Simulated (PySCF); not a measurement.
**C3H2F2O2: fields and orbitals**

For C3H2F2O2, the scripts below treat its π system by CASSCF and NEVPT2, compute its lowest excited states and analyse its density (charges, bond critical points, surface potential).

Computed with PySCF 2.14.0. Level: levels as typed in each script, gas phase, geometry from GFN2-xTB.

### 1 The system as given

9 atoms, charge 0, spin multiplicity 1.

Bond lengths: O1–C2 1.200 Å, C2–O3 1.339 Å, C2–C4 1.476 Å, O3–H8 0.970 Å, C4–C5 1.326 Å, C4–H9 1.077 Å, C5–F6 1.309 Å, C5–F7 1.321 Å. Angles: O1–C2–O3 123.3°, O1–C2–C4 126.4°, O3–C2–C4 110.3°, C2–O3–H8 110.3°, C2–C4–C5 123.3°, C2–C4–H9 117.2°, C5–C4–H9 119.5°, C4–C5–F6 127.0°, C4–C5–F7 123.4°, F6–C5–F7 109.6°.

Coordinates:

```xyz
9

O    -1.4119    1.2285    0.0000
C    -1.2824    0.0353    0.0000
O    -2.3161   -0.8157    0.0000
C    -0.0066   -0.7069    0.0000
C     1.1804   -0.1158    0.0000
F     1.4205    1.1715    0.0000
F     2.3232   -0.7792    0.0000
H    -3.1542   -0.3269    0.0000
H    -0.0628   -1.7825    0.0000
```

### 2 The π active space (def2-svp)

input.py reads:

```python
import numpy as np
from pyscf import gto, scf, dft, mcscf, mrpt
from pyscf.mcscf import avas

def solve(mol, dm0=None, hcore=None):
    mf = scf.ROHF(mol) if mol.spin else scf.RHF(mol)
    mf = mf.density_fit(auxbasis='def2-universal-jkfit')
    mf.conv_tol, mf.max_cycle = 1e-8, 80
    if hcore is not None:
        mf.get_hcore = lambda *args: hcore
    mf.kernel(dm0)
    if not mf.converged:
        mf = mf.newton().run(mf.mo_coeff, mf.mo_occ, max_cycle=30)
    assert mf.converged, 'SCF not converged'
    return mf

mol = gto.M(atom='''
O     -1.41192     1.22853     0.00000
C     -1.28241     0.03535     0.00000
O     -2.31612    -0.81566     0.00000
C     -0.00659    -0.70689     0.00000
C      1.18036    -0.11579     0.00000
F      1.42049     1.17145     0.00000
F      2.32320    -0.77919     0.00000
H     -3.15418    -0.32693     0.00000
H     -0.06281    -1.78245     0.00000
''', basis='def2-svp', charge=0, spin=0, verbose=4)
mf = solve(mol)
ncas, nel, orbs = avas.avas(mf, ['C 2pz', 'O 2pz'], threshold=0.5, openshell_option=3)
print('active space', nel, ncas)
assert 2 <= ncas <= 10, 'active space too large or empty'
mc = mcscf.CASSCF(mf, ncas, nel)
mc.natorb, mc.max_cycle_macro = True, 60
mc.fix_spin_(ss=mol.spin / 2 * (mol.spin / 2 + 1))
mc.kernel(orbs)
occ = mc.mo_occ[mc.ncore:mc.ncore + ncas]
print('natural occupations', occ.round(4))
e2 = mrpt.NEVPT(mc).kernel()
out = dict(c=mc.mo_coeff[:, mc.ncore:mc.ncore + ncas], occ=occ, e=mc.e_tot, e2=e2, ehf=mf.e_tot, ok=mc.converged, nel=nel, w0=abs(mc.ci).max() ** 2, dm=mc.make_rdm1())
# the other spin state at the same geometry
other = mol.copy().set(spin=2).build()
mo = scf.ROHF(other).density_fit(auxbasis='def2-universal-jkfit').run()
na = (nel + other.spin) // 2
m2 = mcscf.CASSCF(mo, ncas, (na, nel - na))
m2.natorb = True
m2.fix_spin_(ss=other.spin / 2 * (other.spin / 2 + 1))
m2.kernel(mc.mo_coeff)
e2o = mrpt.NEVPT(m2).kernel()
print('other state above this one / eV: CASSCF', (m2.e_tot - mc.e_tot) * 27.211386, 'NEVPT2', (m2.e_tot + e2o - mc.e_tot - e2) * 27.211386)
np.savez('result.npz', eo=m2.e_tot, e2o=e2o, oko=m2.converged, occo=m2.mo_occ[mc.ncore:mc.ncore + ncas], co=m2.mo_coeff[:, mc.ncore:mc.ncore + ncas], **out)
```

The run is started by

```console
OMP_NUM_THREADS=1 python input.py
```

### 4 Excited states (HF/cc-pvdz)

input.py reads:

```python
import numpy as np
from pyscf import gto, scf, dft, tdscf
from pyscf.scf import atom_ks, atom_hf
from scipy.linalg import block_diag

def solve(mol, dm0=None, hcore=None):
    mf = scf.UHF(mol) if mol.spin else scf.RHF(mol)
    mf = mf.density_fit(auxbasis='def2-universal-jkfit')
    mf.conv_tol, mf.max_cycle = 1e-8, 80
    if hcore is not None:
        mf.get_hcore = lambda *args: hcore
    mf.kernel(dm0)
    if not mf.converged:
        mf = mf.newton().run(mf.mo_coeff, mf.mo_occ, max_cycle=30)
    assert mf.converged, 'SCF not converged'
    return mf

mol = gto.M(atom='''
O     -1.41192     1.22853     0.00000
C     -1.28241     0.03535     0.00000
O     -2.31612    -0.81566     0.00000
C     -0.00659    -0.70689     0.00000
C      1.18036    -0.11579     0.00000
F      1.42049     1.17145     0.00000
F      2.32320    -0.77919     0.00000
H     -3.15418    -0.32693     0.00000
H     -0.06281    -1.78245     0.00000
''', basis='cc-pvdz', charge=0, spin=0, verbose=4)
mf = solve(mol)
td = mf.TDA()
td.nstates, td.singlet, td.conv_tol = 4, True, 1e-5
td.kernel()
td.analyze()
x, y = np.array([p[0] for p in td.xy]), np.array([p[1] + 0 * p[0] for p in td.xy])
f, mu = td.oscillator_strength(), td.transition_dipole()
nto = [td.get_nto(state=i + 1, verbose=4) for i in range(len(td.e))]
# spherically averaged free atoms, for the promolecule
atm = scf.atom_hf.get_atm_nrhf(mol)
pro = block_diag(*[(atm[a[0]][2] * atm[a[0]][3]) @ atm[a[0]][2].T for a in mol._atom])
np.savez('result.npz', e=td.e, f=f, ok=td.converged, w=[n[0] for n in nto], nto=[n[1] for n in nto], x=x, y=y, c=mf.mo_coeff, occ=mf.mo_occ, eps=mf.mo_energy, pro=pro, mu=mu)
```

### 6 Density, bond paths and surface potential (PBE/def2-svpd)

input.py reads:

```python
import numpy as np
from pyscf import gto, scf, dft
from pyscf.scf import atom_ks, atom_hf
from scipy.linalg import block_diag

def solve(mol, dm0=None, hcore=None):
    mf = (dft.UKS if mol.spin else dft.RKS)(mol, xc='pbe')
    mf.grids.level = 3
    mf = mf.density_fit(auxbasis='def2-universal-jkfit')
    mf.conv_tol, mf.max_cycle = 1e-8, 80
    if hcore is not None:
        mf.get_hcore = lambda *args: hcore
    mf.kernel(dm0)
    if not mf.converged:
        mf = mf.newton().run(mf.mo_coeff, mf.mo_occ, max_cycle=30)
    assert mf.converged, 'SCF not converged'
    return mf

mol = gto.M(atom='''
O     -1.41192     1.22853     0.00000
C     -1.28241     0.03535     0.00000
O     -2.31612    -0.81566     0.00000
C     -0.00659    -0.70689     0.00000
C      1.18036    -0.11579     0.00000
F      1.42049     1.17145     0.00000
F      2.32320    -0.77919     0.00000
H     -3.15418    -0.32693     0.00000
H     -0.06281    -1.78245     0.00000
''', basis='def2-svpd', charge=0, spin=0, verbose=4)
mf = solve(mol)
mf.analyze()
# spherically averaged free atoms, for the promolecule
atm = atom_ks.get_atm_nrks(mol, xc='pbe')
pro = block_diag(*[(atm[a[0]][2] * atm[a[0]][3]) @ atm[a[0]][2].T for a in mol._atom])
np.savez('result.npz', e=mf.e_tot, c=mf.mo_coeff, occ=mf.mo_occ, eps=mf.mo_energy, pro=pro, dip=mf.dip_moment(verbose=0), s2=mf.spin_square()[0])
```

(Steps that only read results are left out.)

**Question.** What will these runs give? Wanted: triplet less singlet, CASSCF and NEVPT2; weight of the leading determinant; lowest singlet excitation; dipole moment; HOMO, LUMO.

The runs gave:

| quantity | value |
| --- | --- |
| triplet less singlet, CASSCF and NEVPT2 (def2-svp) | +4.55 and +4.70 eV |
| weight of the leading determinant | 0.94 |
| lowest singlet excitation (HF/cc-pvdz) | 6.60 eV |
| dipole moment (PBE/def2-svpd) | 2.03 D |
| HOMO, LUMO (PBE/def2-svpd) | -6.78, -2.44 eV |

At PBE/def2-svpd: The highest Hirshfeld charge is on C5 (+0.20 e), the lowest on O1 (−0.28 e). The geometry was not optimised at these levels.
